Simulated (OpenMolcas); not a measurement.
# GaCl (SMILES [Cl][Ga]): HF/ANO-R2 (sfX2C, RICD fitting, fitting threshold 1e-05)

What is the vertical ionisation energy of GaCl at HF/ANO-R2 (sfX2C, RICD fitting, fitting threshold 1e-05)? 

The calculation is run with OpenMolcas 26.06.

## 1. Starting point

GaCl: 2 atoms, total charge 0, spin state singlet. As SMILES, `[Cl][Ga]`. The shape comes from GFN2-xTB, which is rough for such elements, and wasn't checked as a minimum.

Bond lengths: Cl1–Ga2 2.169 Å.

## 2. The energy at HF/ANO-R2 (sfX2C, RICD fitting, fitting threshold 1e-05)

Input file mol.xyz:

```xyz
2

Cl     0.000000     0.000000     0.000000
Ga     0.000000     0.000000     2.168600
```

Input file job.input:

```
&GATEWAY
 Coord
 mol.xyz
 Basis
 ANO-R2
 Group
 NoSym
 RICD
 aCD
 CDThreshold
 1e-05

&SEWARD

&SCF
 PrOrbitals
 0
```

Launch:

```sh
$ export MOLCAS_MEM=1860
$ pymolcas job.input > job.log
```

The log of the run:

```text
--- Start Module: gateway ---
[...]
--- Stop Module: gateway /rc=_RC_ALL_IS_WELL_ ---
[...]
--- Start Module: seward ---
[...]
      Basis functions          110
[...]
--- Stop Module: seward /rc=_RC_ALL_IS_WELL_ ---
[...]
--- Start Module: scf ---
[...]
       Convergence after  10 Iterations
[...]
::    Total SCF energy                              -2403.2586444696
[...]
      Total spin, S                                     0.0000000000
[...]
      Total electronic charge=   48.000000
      Total            charge=   -0.000000
[...]
      Dipole Moment (debye):
      Origin of the operator (angstrom)=    0.0000    0.0000    1.4387
                   X=  1.0562E-13               Y=  7.1720E-14               Z=  2.1344E+00           Total=  2.1344E+00
      Quadrupole Moment (debye*angstrom):
[...]
--- Stop Module: scf /rc=_RC_ALL_IS_WELL_ ---
[...]
```

It took 26 s on 1 thread of AMD EPYC 7R13 (Zen 3), shared host; peak memory 0.18 GiB.

## 3. The doublet cation at the same level

mol.xyz is that of step 2.

Input file job.inp:

```
* ClGa Hartree-Fock

&GATEWAY
  Coord=mol.xyz
  Basis=ANO-R2
  Group=NoSym
  RICD
  aCD
  CDThreshold=1e-05

&SEWARD

&SCF
  UHF
  Charge=1
  Spin=2
  PrOrbitals=0
```

Launch:

```sh
$ export MOLCAS_MEM=1860
$ pymolcas job.inp > job.log
```

The log of the run:

```text
--- Start Module: gateway ---
[...]
--- Stop Module: gateway /rc=_RC_ALL_IS_WELL_ ---
[...]
--- Start Module: seward ---
[...]
      Basis functions          110
[...]
--- Stop Module: seward /rc=_RC_ALL_IS_WELL_ ---
[...]
--- Start Module: scf ---
[...]
       Convergence after  18 Iterations
[...]
::    Total SCF energy                              -2402.9335601407
[...]
      Total spin, S                                     0.5144402254
[...]
      Total electronic charge=   47.000000
      Total            charge=    1.000000
[...]
      Dipole Moment (debye):
      Origin of the operator (angstrom)=    0.0000    0.0000    1.4387
                   X= -2.3985E-14               Y=  1.4743E-13               Z=  3.7989E+00           Total=  3.7989E+00
      Center of Charge (angstrom)
[...]
--- Stop Module: scf /rc=_RC_ALL_IS_WELL_ ---
[...]
```

It took 28 s on 1 thread of AMD EPYC 7R13 (Zen 3), shared host; peak memory 0.18 GiB.

## 4. What came out

Level: HF/ANO-R2 (sfX2C, RICD fitting, fitting threshold 1e-05).

```
                                          quantity           value
                        singlet GaCl: total energy  -2403.25864 Eh
                       singlet GaCl: dipole moment          2.13 D
                         singlet GaCl: HOMO energy        -9.57 eV
                         singlet GaCl: LUMO energy         1.01 eV
                       singlet GaCl: HOMO–LUMO gap        10.58 eV
                      doublet cation: total energy  -2402.93356 Eh
doublet cation: HOMO energy (highest over α and β)       -18.25 eV
 doublet cation: LUMO energy (lowest over α and β)        -8.17 eV
                              doublet cation: ⟨S²⟩           0.779
vertical ionisation energy (to the doublet cation)        8.846 eV
```

What this shows: Removing an electron at fixed nuclei costs 8.85 eV (854 kJ/mol). −ε(HOMO) before ionisation, 9.57 eV, is 0.72 eV above this ionisation energy.
